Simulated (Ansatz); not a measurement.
I need vertical spin-state energies of C2H5ClSn, SMILES Cl[CH]1[CH2][SnH2]1. Use the Ansatz DFT code, driven from Python. Use (for the species named): PBE0, def2-SVP basis, multiplicity 1.

```xyz
9

Cl   -0.3751   -0.5241   -2.1981
C    -0.2167    0.4882   -0.7309
C     1.0329    0.2623   -0.0570
Sn   -0.4794   -0.6607    1.0717
H    -0.5750    1.5326   -0.7354
H     1.4886    1.1817    0.4394
H     1.7790   -0.4555   -0.5349
H    -1.0671   -2.2313    0.5461
H    -1.4987    0.3605    2.1820
```

The script, `spin_c2h5clsn.py`:
```python
# -*- coding: utf-8 -*-
"""Vertical spin-state energies of C2H5ClSn."""

import ansatz

mol = (
    ansatz.Crystal.molecule()
    .atom("Cl", (-0.3751, -0.5241, -2.1981))
    .atom("C", (-0.2167, 0.4882, -0.7309))
    .atom("C", (1.0329, 0.2623, -0.057))
    .atom("Sn", (-0.4794, -0.6607, 1.0717))
    .atom("H", (-0.575, 1.5326, -0.7354))
    .atom("H", (1.4886, 1.1817, 0.4394))
    .atom("H", (1.779, -0.4555, -0.5349))
    .atom("H", (-1.0671, -2.2313, 0.5461))
    .atom("H", (-1.4987, 0.3605, 2.182))
)

job = (
    mol.calculation()
    .basis(gaussian="def2-SVP")
    .functional("pbe0")
)
found = {}
for unpaired in [0, 2]:
    report = job.spin("collinear", total=unpaired).run(threads=1).report
    s = unpaired / 2
    found[unpaired] = report["free_energy_ev"]
    print(f"2S+1 = {unpaired + 1}: E = {found[unpaired]:.5f} eV, <S^2> = {abs(report['mean_field']['state']['spin_squared']):.3f} (pure state {s * (s + 1):.2f})")
lowest = min(found, key=found.get)
for unpaired, e in found.items():
    print(f"multiplicity {unpaired + 1}: {(e - found[lowest]):.3f} eV above the lowest")
```

```console
$ python spin_c2h5clsn.py
2S+1 = 1: E = -20494.77324 eV, <S^2> = 0.000 (pure state 0.00)
2S+1 = 3: E = -20492.34579 eV, <S^2> = 2.007 (pure state 2.00)
multiplicity 1: 0.000 eV above the lowest
multiplicity 3: 2.427 eV above the lowest
```

In order: multiplicity 1 (+0.00 eV) and multiplicity 3 (+2.43 eV), all at the one geometry.

What to keep in mind:
- Total energies depend on the basis set; only differences at equal settings carry meaning.
- The geometry is a force-field or estimated start, not a minimum of this method, and the basis set is short of its limit. All parts are taken at fixed geometry, without zero-point energy.
- def2 sets replace the cores of elements past krypton by effective core potentials.
- Spin-orbit coupling, which mixes and shifts the spin states of heavy atoms, is left out.
- Hardware and time: 14 s on 1 thread of Arm Neoverse V2, with other jobs on the host, peak memory 0.35 GiB.
